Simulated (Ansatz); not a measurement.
# BaNa2NiP2O8: the cost of one run

Method: DFT PBE+U (U_eff = 6.2 eV on Ni 3d), scalar-relativistic, plane waves, PAW, in Ansatz 0.2.0.

## Step 1: The starting structure

Symmetry: P-3m1, No. 164, trigonal system. Conventional cell: a = 5.281 Å, b = 5.281 Å, c = 6.959 Å, α = 90.00°, β = 90.00°, γ = 120.00°. Ba (site symmetry -3m) has 12 O at 2.78 to 3.05 Å as nearest neighbours. Around Ni (site symmetry -3m) lie 6 O at 2.04 Å. Na (site symmetry 3m) has 7 O at 2.40 to 2.64 Å as nearest neighbours. Around P (site symmetry 3m) lie 4 O at 1.51 to 1.52 Å. Around O (site symmetry 3m) lie 1 P at 1.51 Å. O (site symmetry m) is surrounded by 1 P at 1.52 Å and 1 Ni at 2.04 Å.

As a file:

```cif
data_structure
_symmetry_space_group_name_H-M 'P-3m1'
_symmetry_Int_Tables_number 164
_cell_length_a 5.2806
_cell_length_b 5.2806
_cell_length_c 6.9591
_cell_angle_alpha 90.000
_cell_angle_beta 90.000
_cell_angle_gamma 120.000
_cell_volume 168.05
loop_
_atom_site_label
_atom_site_type_symbol
_atom_site_symmetry_multiplicity
_atom_site_Wyckoff_symbol
_atom_site_fract_x
_atom_site_fract_y
_atom_site_fract_z
_atom_site_occupancy
Ba1 Ba 1 a 0.00000 0.00000 0.00000 1
Ni1 Ni 1 b 0.00000 0.00000 0.50000 1
Na1 Na 2 d 0.66667 0.33333 0.68130 1
P1 P 2 d 0.66667 0.33333 0.24370 1
O1 O 2 d 0.66667 0.33333 0.02684 1
O2 O 6 i 0.35679 0.17840 0.32306 1
```

The moments start at Ni 2.00 μB.

## Step 2: A coarse mesh, to find the state of the open shells

input.yaml reads:

```yaml
crystal:
  lattice:
    - [5.2806, 0.0, 0.0]
    - [-2.6403, 4.57313375, 0.0]
    - [0.0, 0.0, 6.9591]
  atoms:
    - { symbol: Ba, position: [0.0, 0.0, 0.0] }
    - { symbol: Ni, position: [0.0, 0.0, 0.5], spin: 2.0 }
    - { symbol: Na, position: [0.66666667, 0.33333333, 0.681298] }
    - { symbol: Na, position: [0.33333333, 0.66666667, 0.318702] }
    - { symbol: P, position: [0.66666667, 0.33333333, 0.2437] }
    - { symbol: P, position: [0.33333333, 0.66666667, 0.7563] }
    - { symbol: O, position: [0.66666667, 0.33333333, 0.026836] }
    - { symbol: O, position: [0.33333333, 0.66666667, 0.973164] }
    - { symbol: O, position: [0.356792, 0.178396, 0.323064] }
    - { symbol: O, position: [0.643208, 0.821604, 0.676936] }
    - { symbol: O, position: [0.821604, 0.178396, 0.323064] }
    - { symbol: O, position: [0.178396, 0.821604, 0.676936] }
    - { symbol: O, position: [0.821604, 0.643208, 0.323064] }
    - { symbol: O, position: [0.178396, 0.356792, 0.676936] }
basis:
  ecutwfc: 420
  ecutrho_ratio: 4
kpoints:
  mp_grid: { grid: [3, 3, 2] }
hamiltonian:
  xc: pbe
  hubbard: { sites: [{ species: Ni, l: d, u_eff: 6.2 }] }
scf:
  occupations: { method: gaussian, width: 0.05 }
output:
  forces: true
  stress: true
  eigenvalues: true
  populations: true
  hubbard: { sites: [{ species: Ni, l: d }] }
magnetization:
  spin_polarized: true
```

The run is started by

```sh
> ansatz run input.yaml --threads 4 --pin off --max-ram 10240MiB --backend cpu --events-out ev --progress --plain --runs-dir out
```

What time and memory should one allow on 4 threads of Intel Xeon Platinum 8259CL at 2.50GHz (Skylake/Cascade Lake), shared host?

About 12 s, with a peak of 0.86 GiB.
